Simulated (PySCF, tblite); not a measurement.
# C5H14FPSi: geometry, infrared bands and NMR shifts

Wanted: the infrared bands and NMR shifts of C5H14FPSi (`CC(C)(CF)C[SiH2]P`), by calculation.

Programs: tblite 0.8.0 and PySCF 2.14.0, with density-fitted response routines of our own. Each step states its level of theory. These are calculated values for one molecule in the gas phase, unless marked as measured. Atoms count from 0, in the outputs and in this text.

**1. The starting structure**

22 atoms, charge 0, multiplicity 1; geometry from: force field or distance geometry start.

Bonds of the start (Å): C0–C1 1.50, C1–C2 1.51, C1–C3 1.50, C3–F4 1.37, C1–C5 1.47, C5–Si6 1.82, Si6–P7 2.22, C0–H8 1.08, C0–H9 1.14, C0–H10 1.14, C2–H11 1.11, C2–H12 1.12, C2–H13 1.10, C3–H14 1.11, C3–H15 1.11, C5–H16 1.12, C5–H17 1.12, Si6–H18 1.48, Si6–H19 1.49, P7–H20 1.45, P7–H21 1.46.

**2. Optimising the geometry with GFN2-xTB**

What the job is given:

```
{"job": {"kind": "relax", "xc": "GFN2-xTB", "basis": "xTB"}, "charge": 0, "multiplicity": 1}
C     -0.632600     0.721900     1.218800
C     -0.819400     0.006700    -0.082600
C     -2.018700     0.628800    -0.750900
C     -1.259500    -1.390200     0.241400
F     -1.431400    -2.101900    -0.921400
C      0.282500     0.103000    -1.055500
Si     1.943900    -0.488500    -0.597500
P      2.947700     0.721300     0.968300
H      0.358500     0.739700     1.651200
H     -1.119500     1.745600     1.159200
H     -1.302300     0.177200     1.956700
H     -2.911900     0.653500    -0.089700
H     -2.200600    -0.023900    -1.644800
H     -1.773100     1.648100    -1.071500
H     -2.236200    -1.346600     0.777300
H     -0.560800    -1.950900     0.900400
H     -0.041400    -0.435300    -1.984300
H      0.369100     1.175100    -1.382900
H      2.019300    -1.925900    -0.271300
H      2.799400    -0.350900    -1.806400
H      3.639600     1.841200     0.358800
H      3.936600    -0.128900     1.624100
```

Command:

```bash
$ OMP_NUM_THREADS=1 python probes_run.py task.json out
```

One launch serves the whole session: the jobs run in the order shown.

Log:

```text
step      E/eV     max force
  0    -728.82357    2.825
  1    -729.22928    1.301
  2    -729.42547    1.023
  3    -729.59057    0.904
  4    -729.74366    0.947
  5    -729.79900    0.712
  6    -729.82582    0.341
  7    -729.84357    0.357
  8    -729.86104    0.378
  9    -729.87857    0.361
 10    -729.88963    0.234
 11    -729.89854    0.248
 12    -729.91150    0.375
 13    -729.92603    0.428
 14    -729.93603    0.277
 15    -729.94156    0.191
 16    -729.94551    0.166
 17    -729.94962    0.192
 18    -729.95415    0.155
 19    -729.95816    0.174
 20    -729.96187    0.156
 21    -729.96617    0.216
 22    -729.97101    0.225
 23    -729.97517    0.179
 24    -729.97851    0.136
 25    -729.98209    0.232
 26    -729.98737    0.363
 27    -729.99498    0.412
 28    -730.00345    0.312
 29    -730.00983    0.163
 30    -730.01351    0.112
 31    -730.01592    0.122
 32    -730.01794    0.119
 33    -730.01982    0.087
 34    -730.02173    0.092
 35    -730.02374    0.103
 36    -730.02550    0.100
 37    -730.02674    0.086
 38    -730.02771    0.081
 39    -730.02863    0.070
 40    -730.02995    0.071
 41    -730.03087    0.084
 42    -730.03199    0.098
 43    -730.03295    0.080
 44    -730.03388    0.061
 45    -730.03460    0.058
 46    -730.03517    0.052
 47    -730.03572    0.045
 48    -730.03640    0.054
 49    -730.03729    0.066
 50    -730.03831    0.066
 51    -730.03919    0.066
 52    -730.03975    0.045
 53    -730.04004    0.032
 54    -730.04024    0.031
 55    -730.04043    0.035
 56    -730.04065    0.041
 57    -730.04097    0.040
 58    -730.04119    0.029
 59    -730.04134    0.025
 60    -730.04145    0.023
 61    -730.04157    0.027
 62    -730.04172    0.032
 63    -730.04187    0.030
 64    -730.04199    0.024
 65    -730.04209    0.020
 66    -730.04219    0.023
 67    -730.04234    0.033
 68    -730.04252    0.036
 69    -730.04268    0.024
 70    -730.04281    0.020
 71    -730.04291    0.021
 72    -730.04304    0.027
 73    -730.04318    0.027
 74    -730.04333    0.022
 75    -730.04346    0.022
 76    -730.04363    0.028
 77    -730.04385    0.038
 78    -730.04413    0.042
 79    -730.04446    0.049
 80    -730.04481    0.053
 81    -730.04519    0.050
 82    -730.04562    0.049
 83    -730.04606    0.038
 84    -730.04647    0.039
 85    -730.04681    0.040
 86    -730.04680    0.093
 87    -730.04730    0.048
 88    -730.04750    0.029
 89    -730.04780    0.031
 90    -730.04807    0.048
 91    -730.04865    0.060
 92    -730.04944    0.070
 93    -730.05012    0.053
 94    -730.05056    0.050
 95    -730.05069    0.048
 96    -730.05086    0.067
 97    -730.05112    0.037
 98    -730.05127    0.027
 99    -730.05156    0.027
100    -730.05175    0.031
101    -730.05197    0.037
102    -730.05225    0.040
103    -730.05269    0.033
104    -730.05309    0.043
105    -730.05342    0.053
106    -730.05365    0.060
107    -730.05400    0.034
108    -730.05438    0.053
109    -730.05481    0.055
110    -730.05506    0.044
111    -730.05530    0.024
112    -730.05542    0.024
113    -730.05554    0.031
114    -730.05570    0.036
115    -730.05592    0.041
116    -730.05620    0.029
117    -730.05630    0.018
118    -730.05636    0.020
119    -730.05643    0.020
120    -730.05652    0.018
121    -730.05660    0.016
122    -730.05665    0.016
123    -730.05668    0.017
124    -730.05672    0.016
125    -730.05677    0.016
126    -730.05683    0.016
127    -730.05687    0.014
128    -730.05691    0.015
129    -730.05695    0.018
130    -730.05700    0.018
131    -730.05706    0.018
132    -730.05711    0.015
133    -730.05717    0.017
134    -730.05724    0.021
135    -730.05735    0.028
136    -730.05750    0.039
137    -730.05767    0.039
138    -730.05786    0.039
139    -730.05808    0.038
140    -730.05836    0.041
141    -730.05872    0.044
142    -730.05913    0.046
143    -730.05954    0.043
144    -730.05994    0.060
145    -730.06033    0.057
146    -730.06063    0.051
147    -730.06079    0.108
148    -730.06111    0.062
149    -730.06153    0.034
150    -730.06206    0.054
151    -730.06280    0.077
152    -730.06350    0.080
153    -730.06413    0.068
154    -730.06463    0.075
155    -730.06517    0.066
156    -730.06576    0.046
157    -730.06621    0.038
158    -730.06664    0.043
159    -730.06711    0.044
160    -730.06765    0.051
161    -730.06822    0.084
162    -730.06878    0.058
163    -730.06958    0.059
164    -730.07103    0.090
165    -730.07230    0.066
166    -730.07401    0.078
167    -730.07507    0.074
168    -730.07606    0.068
169    -730.07687    0.063
170    -730.07765    0.065
171    -730.07811    0.058
172    -730.07859    0.068
173    -730.07906    0.075
174    -730.07961    0.065
175    -730.08008    0.039
176    -730.08047    0.037
177    -730.08080    0.038
178    -730.08116    0.055
179    -730.08157    0.044
180    -730.08195    0.048
181    -730.08222    0.030
182    -730.08239    0.025
183    -730.08249    0.029
184    -730.08261    0.023
185    -730.08273    0.019
186    -730.08284    0.020
187    -730.08292    0.019
188    -730.08298    0.018
189    -730.08303    0.017
190    -730.08310    0.013
191    -730.08315    0.013
192    -730.08319    0.013
193    -730.08323    0.013
194    -730.08326    0.016
195    -730.08331    0.016
196    -730.08335    0.015
197    -730.08338    0.011
198    -730.08341    0.012
199    -730.08344    0.012
200    -730.08347    0.011
201    -730.08350    0.012
202    -730.08352    0.010
203    -730.08354    0.007
```

Wall time 1.9 s (1 thread of Arm Neoverse V1, shared host).

The steps of the relaxation: (not every step is listed)

| step | energy from step 0 (eV) | largest force (eV/Å) |
| --- | --- | --- |
| 0 | 0.0000 | 2.8248 |
| 1 | -0.4057 | 1.3015 |
| 2 | -0.6019 | 1.0232 |
| 3 | -0.7670 | 0.9040 |
| 4 | -0.9201 | 0.9471 |
| 5 | -0.9754 | 0.7118 |
| 6 | -1.0023 | 0.3408 |
| 7 | -1.0200 | 0.3570 |
| 8 | -1.0375 | 0.3785 |
| 27 | -1.1714 | 0.4116 |
| 46 | -1.2116 | 0.0517 |
| 65 | -1.2185 | 0.0202 |
| 84 | -1.2229 | 0.0390 |
| 103 | -1.2291 | 0.0329 |
| 122 | -1.2331 | 0.0155 |
| 141 | -1.2351 | 0.0444 |
| 160 | -1.2441 | 0.0506 |
| 179 | -1.2580 | 0.0442 |
| 198 | -1.2598 | 0.0116 |
| 199 | -1.2599 | 0.0122 |
| 200 | -1.2599 | 0.0112 |
| 201 | -1.2599 | 0.0122 |
| 202 | -1.2600 | 0.0105 |
| 203 | -1.2600 | 0.0075 |

Close pairs (by a distance rule), those that changed most:

| bond | before (Å) | after (Å) | change (Å) |
| --- | --- | --- | --- |
| C5–Si6 | 1.822 | 1.911 | +0.089 |
| P7–H21 | 1.460 | 1.382 | -0.078 |
| P7–H20 | 1.451 | 1.383 | -0.068 |
| C1–C5 | 1.473 | 1.535 | +0.062 |
| C0–H9 | 1.135 | 1.088 | -0.048 |
| C0–H10 | 1.136 | 1.088 | -0.047 |
| C2–H12 | 1.122 | 1.088 | -0.034 |
| C5–H17 | 1.124 | 1.092 | -0.032 |

The end geometry stands in the next job.

**3. Vibrational analysis with GFN2-xTB**

What the job is given:

```
{"job": {"kind": "ir", "xc": "GFN2-xTB", "basis": "xTB"}, "charge": 0, "multiplicity": 1}
C     -0.663047     1.039012     1.089962
C     -0.874289     0.114619    -0.108445
C     -2.196248     0.467451    -0.801006
C     -0.953277    -1.324385     0.407753
F     -1.019905    -2.221698    -0.631706
C      0.273142     0.260298    -1.118079
Si     1.966585    -0.522998    -0.704246
P      2.663003    -0.108533     1.391759
H      0.276762     0.813849     1.593642
H     -0.639695     2.076605     0.764724
H     -1.470372     0.924358     1.810594
H     -3.020050     0.451885    -0.090080
H     -2.410268    -0.249450    -1.590410
H     -2.140797     1.460037    -1.241593
H     -1.853858    -1.480644     1.011200
H     -0.065061    -1.585253     0.993894
H     -0.040964    -0.200830    -2.056042
H      0.405639     1.323307    -1.330844
H      1.931465    -1.984123    -0.819058
H      2.913424     0.006408    -1.698624
H      2.935679     1.231532     1.185290
H      3.971719    -0.472062     1.138895
```

Log:

```text
mode    cm-1     km/mol
  1      40.3      0.48
  2      77.5      4.26
  3     116.0      0.15
  4     145.8      5.66
  5     164.1      7.96
  6     186.9      0.91
  7     214.9      0.24
  8     235.5      3.87
  9     251.8      0.87
 10     325.6      0.43
 11     329.5      2.48
 12     374.5      3.24
 13     411.2     32.20
 14     463.6     22.14
 15     471.5     20.06
 16     510.4      2.06
 17     567.1      4.57
 18     637.7    167.60
 19     692.8      7.19
 20     700.9      4.70
 21     750.5    211.57
 22     783.3     83.83
 23     791.1    230.18
 24     827.4     18.03
 25     932.1      4.44
 26     959.1      5.40
 27     964.8      5.72
 28     994.8      4.71
 29    1023.6      1.47
 30    1048.6     74.81
 31    1111.0     12.20
 32    1148.1     17.99
 33    1171.2      4.45
 34    1212.6      9.68
 35    1255.9     11.15
 36    1276.6     15.31
 37    1302.2     14.97
 38    1334.3      3.00
 39    1406.4      5.00
 40    1421.5      5.99
 41    1449.0      3.00
 42    1468.4      0.50
 43    1484.7      0.85
 44    1494.3      0.98
 45    1501.7      2.18
 46    1504.4      4.52
 47    2181.4    281.45
 48    2233.4    162.60
 49    2311.8    130.87
 50    2396.4    157.34
 51    2929.0     52.74
 52    2942.0     29.85
 53    2964.5     31.69
 54    2986.2     17.02
 55    3005.2     54.69
 56    3025.2     10.29
 57    3029.9     69.77
 58    3034.7      4.28
 59    3039.7     50.55
 60    3042.7     21.90
```

Wall time 1.1 s (1 thread of Arm Neoverse V1, shared host).

Which atoms move in the most intense modes:

| cm⁻¹ | km/mol | atoms |
| --- | --- | --- |
| 638 | 167.6 | H19 43 %, H18 19 %, H21 12 % |
| 750 | 211.6 | C5 26 %, Si6 19 %, H18 14 %, H19 10 % |
| 783 | 83.8 | C5 22 %, H18 22 %, H17 16 %, H16 16 % |
| 791 | 230.2 | H19 34 %, H18 30 %, C5 10 % |
| 2181 | 281.4 | H19 97 % |
| 2233 | 162.6 | H18 95 % |
| 2312 | 130.9 | H20 55 %, H21 41 % |
| 2396 | 157.3 | H21 56 %, H20 41 % |

**4. Shielding tensors: PBE0/pcSseg-1**

Settings changed since step 3:

```diff
@@ -1,2 +1,2 @@
-{"job": {"kind": "ir", "xc": "GFN2-xTB", "basis": "xTB"}, "charge": 0, "multiplicity": 1}
+{"job": {"kind": "nmr", "xc": "PBE0", "basis": "pcSseg-1"}, "charge": 0, "multiplicity": 1}
 C     -0.663047     1.039012     1.089962
```

Method: GIAO PBE0/pcSseg-1 NMR shielding, non-relativistic, gas phase.

Log:

```text
coarse grid: 18448 points
cycle   1  E = -928.8764593580  dE =  5.513e-01  |g| = 5.612e-01  |ddm| = 3.973e+00
cycle   2  E = -928.8494702156  dE =  2.699e-02  |g| = 7.053e-01  |ddm| = 1.036e+00
cycle   3  E = -928.9423840847  dE = -9.291e-02  |g| = 6.274e-02  |ddm| = 6.045e-01
cycle   4  E = -928.9429605687  dE = -5.765e-04  |g| = 2.867e-02  |ddm| = 7.126e-02
cycle   5  E = -928.9431280823  dE = -1.675e-04  |g| = 5.321e-03  |ddm| = 2.928e-02
cycle   6  E = -928.9431335436  dE = -5.461e-06  |g| = 2.430e-03  |ddm| = 8.460e-03
final grid: 166704 points
cycle   7  E = -928.9992215797  dE = -7.454e-05  |g| = 1.214e-02  |ddm| = 5.191e-02
cycle   8  E = -928.9991925224  dE =  2.906e-05  |g| = 1.665e-02  |ddm| = 2.886e-02
cycle   9  E = -928.9992578013  dE = -6.528e-05  |g| = 1.238e-03  |ddm| = 1.678e-02
cycle  10  E = -928.9992580657  dE = -2.644e-07  |g| = 3.385e-04  |ddm| = 1.410e-03
cycle  11  E = -928.9992580859  dE = -2.018e-08  |g| = 7.950e-05  |ddm| = 3.438e-04
cycle  12  E = -928.9992580871  dE = -1.176e-09  |g| = 3.133e-05  |ddm| = 9.836e-05
cycle  13  E = -928.9992580873  dE = -2.092e-10  |g| = 3.560e-06  |ddm| = 2.557e-05
converged SCF energy = -928.9992580873

GIAO shielding tensors (ppm)
atom      isotropic    diamagn.    paramagn.     s11        s22        s33       span
  0 C      160.173     249.511     -89.338    146.243    149.174    185.102     38.859
  1 C      149.409     244.816     -95.407    145.575    150.124    152.528      6.954
  2 C      155.153     247.284     -92.130    129.357    147.985    188.119     58.762
  3 C       93.923     245.000    -151.077     58.445     83.762    139.564     81.119
  4 F      425.697     474.544     -48.847    395.532    424.990    456.568     61.036
  5 C      163.503     252.293     -88.789    147.118    154.479    188.913     41.796
  6 Si     403.504     880.384    -476.880    363.904    403.865    442.743     78.840
  7 P      617.913     967.648    -349.736    551.042    599.081    703.614    152.572
  8 H       30.379      32.249      -1.870     22.988     29.843     38.307     15.319
  9 H       31.008      32.280      -1.272     27.784     28.667     36.574      8.789
 10 H       31.128      31.793      -0.665     26.922     28.486     37.976     11.054
 11 H       30.938      30.761       0.177     26.737     27.863     38.214     11.477
 12 H       30.019      30.653      -0.634     25.714     28.476     35.866     10.152
 13 H       30.802      30.856      -0.054     26.870     28.983     36.551      9.681
 14 H       27.330      31.232      -3.901     23.149     28.002     30.841      7.692
 15 H       26.823      31.166      -4.343     24.071     27.432     28.966      4.896
 16 H       30.260      32.788      -2.528     25.621     29.675     35.483      9.862
 17 H       31.056      33.398      -2.342     26.576     30.301     36.291      9.715
 18 H       27.211      29.664      -2.453     23.156     26.253     32.224      9.068
 19 H       27.076      29.351      -2.274     22.562     25.431     33.236     10.674
 20 H       30.664      30.509       0.155     25.137     28.673     38.181     13.044
 21 H       30.467      28.948       1.519     24.659     26.431     40.311     15.652
```

It took 64 s on 1 thread of Arm Neoverse V1, shared host; peak memory 1.1 GiB.

The references, computed at this level on geometries of the same kind, shield at (ppm): 1H TMS 31.72, 13C TMS 186.9, 29Si TMS 349.2, 19F CFCl3 170.9, 31P H3PO4 318.4. Their shielding less the atom's gives the shift. The references are single molecules in the gas phase, so shifts against H2O, NH3, PH3, H3PO4 or CFCl3 are not on the usual liquid scales and can be off by tens of ppm. Atoms listed in one row are averaged.

| atoms | environment | σ (ppm) | δ (ppm) | δ scaled to CDCl3 |
| --- | --- | --- | --- | --- |
| C3 | sp3 CH2 bonded to F | 93.9 | 93.0 | 88.9 |
| C1 | quaternary sp3 carbon | 149.4 | 37.5 | 34.7 |
| C0, C2 | methyl carbon | 157.7 | 29.3 | 26.6 |
| C5 | sp3 CH2 bonded to Si | 163.5 | 23.4 | 20.9 |
| H14, H15 | hydrogen on an sp3 CH2 bonded to F | 27.08 | 4.64 | 4.48 |
| H18, H19 | hydrogen on a silicon bonded to C, P | 27.14 | 4.57 | – |
| H20, H21 | hydrogen on a phosphorus bonded to Si | 30.57 | 1.15 | – |
| H16, H17 | hydrogen on an sp3 CH2 bonded to Si | 30.66 | 1.06 | 1.10 |
| H8, H9, H10, H11, H12, H13 | hydrogen on a methyl carbon | 30.71 | 1.00 | 1.05 |
| F4 | fluorine on an sp3 carbon | 425.7 | -254.8 | – |
| Si6 | silicon bonded to C, P, 2 H | 403.5 | -54.3 | – |
| P7 | phosphorus bonded to Si, 2 H | 617.9 | -299.5 | – |

The scaled column applies a straight-line fit of computed shieldings to shifts measured in CDCl3, and one for carbons that bear F (root-mean-square error 0.16 ppm for H, 1.9 ppm for C).

The run also stored atomic charges by several schemes (e):

| atoms | Mulliken | IAO | Hirshfeld | ESP fit |
| --- | --- | --- | --- | --- |
| C0, C2 | -0.16 | -0.42 | -0.12 | -0.50 |
| C1 | -0.64 | 0.04 | 0.02 | 0.46 |
| C3 | 0.28 | 0.04 | 0.02 | 0.03 |
| F4 | -0.34 | -0.33 | -0.11 | -0.25 |
| C5 | -0.40 | -0.53 | -0.16 | -0.35 |
| Si6 | 0.38 | 0.56 | 0.28 | 0.40 |
| P7 | -0.27 | -0.12 | -0.01 | -0.39 |

Mayer bond orders: C0–C1 1.01, C1–C2 1.01, C1–C3 0.98, C3–F4 0.88, C1–C5 0.98, C5–Si6 0.92, Si6–P7 1.01.

Orbitals, density, ELF and potential are computed afterwards from the orbital file.

Frontier orbitals at PBE0/pcSseg-1, with the share of their density that lies nearest to each atom:

| orbital | energy (eV) | lies on |
| --- | --- | --- |
| HOMO | -7.43 | P7 60 %; H19, H20, H21 about 8 % each; Si6 8 % |
| LUMO | 0.60 | P7 21 %; H21 20 %; H8 10 % |

ELF in a plane through or near 6 of the atoms.

Values, 10 rows by 14 columns:
```
0.00 0.00 0.00 0.00 0.00 0.00 0.00 0.00 0.00 0.00 0.00 0.00 0.00 0.00
0.00 0.00 0.00 0.00 0.00 0.00 0.00 0.01 0.01 0.00 0.00 0.00 0.00 0.00
0.00 0.00 0.00 0.10 0.29 0.01 0.24 0.18 0.23 0.09 0.00 0.00 0.00 0.00
0.00 0.00 0.03 0.60 0.98 0.13 0.90 0.37 0.60 0.04 0.06 0.00 0.00 0.00
0.00 0.01 0.72 0.49 0.57 0.37 0.03 0.72 0.59 0.43 0.99 0.44 0.00 0.00
0.00 0.00 0.39 0.19 0.76 0.11 0.80 0.92 0.78 0.14 0.70 0.10 0.00 0.00
0.00 0.00 0.00 0.06 0.24 0.78 0.84 0.50 0.07 0.97 0.93 0.02 0.00 0.00
0.00 0.00 0.00 0.04 0.27 0.51 0.07 0.42 0.01 0.71 0.76 0.00 0.00 0.00
0.00 0.00 0.00 0.00 0.02 0.06 0.00 0.00 0.00 0.00 0.00 0.00 0.00 0.00
0.00 0.00 0.00 0.00 0.00 0.00 0.00 0.00 0.00 0.00 0.00 0.00 0.00 0.00
```
The map spans 13.4 Å across and 9.4 Å up, centred on the molecule. Atoms in the plane (x, y in Å): C0 (0.6, 1.6), C1 (0.9, 0.1), C2 (2.3, -0.2), Si6 (-1.9, -0.9), H11 (3.0, 0.4), H12 (2.6, -1.3).

On the surface of density 0.002 e/bohr³ the electrostatic potential runs, from the 1st to the 99th percentile, from -1.06 V near F4 to 0.84 V near H14.

**5. Results**

| quantity | value |
| --- | --- |
| strongest single infrared mode (GFN2-xTB) | 2181 cm⁻¹, 281 km/mol |
| zero-point energy (GFN2-xTB) | 109.6 kcal/mol |
| 13C shifts against TMS (PBE0/pcSseg-1, means over atoms taken as alike) | 93.0, 37.5, 29.3, 23.4 ppm |
| 1H shifts against TMS (PBE0/pcSseg-1, means over atoms taken as alike) | 4.64, 4.57, 1.15, 1.06, 1.00 ppm |
| 19F shifts against CFCl3 (PBE0/pcSseg-1) | -254.8 ppm |
| 29Si shifts against TMS (PBE0/pcSseg-1) | -54.3 ppm |
| 31P shifts against H3PO4 (PBE0/pcSseg-1) | -299.5 ppm |
| surface potential, 1st and 99th percentile | -1.06 V and 0.84 V |

In words: Over 203 steps the energy fell by 1.260 eV; of the close pairs, C5–Si6 changed most, 1.822 to 1.911 Å. All 60 modes are real, so the xTB geometry is a minimum. The strongest single mode, at 2181 cm⁻¹, moves mainly H19. Unscaled tight-binding wavenumbers are off by several per cent, some by more. Its intensities can rank the bands wrongly. The most deshielded carbon is C3 (sp3 CH2 bonded to F), at 93.0 ppm: pulled downfield by the heteroatom. The most deshielded hydrogen is H14, H15 (mean) (hydrogen on an sp3 CH2 bonded to F), at 4.64 ppm: its carbon carries F, an electronegative neighbour. At PBE0/pcSseg-1: The widest tensor belongs to P7: span 153 ppm, with a paramagnetic part of -350 ppm.
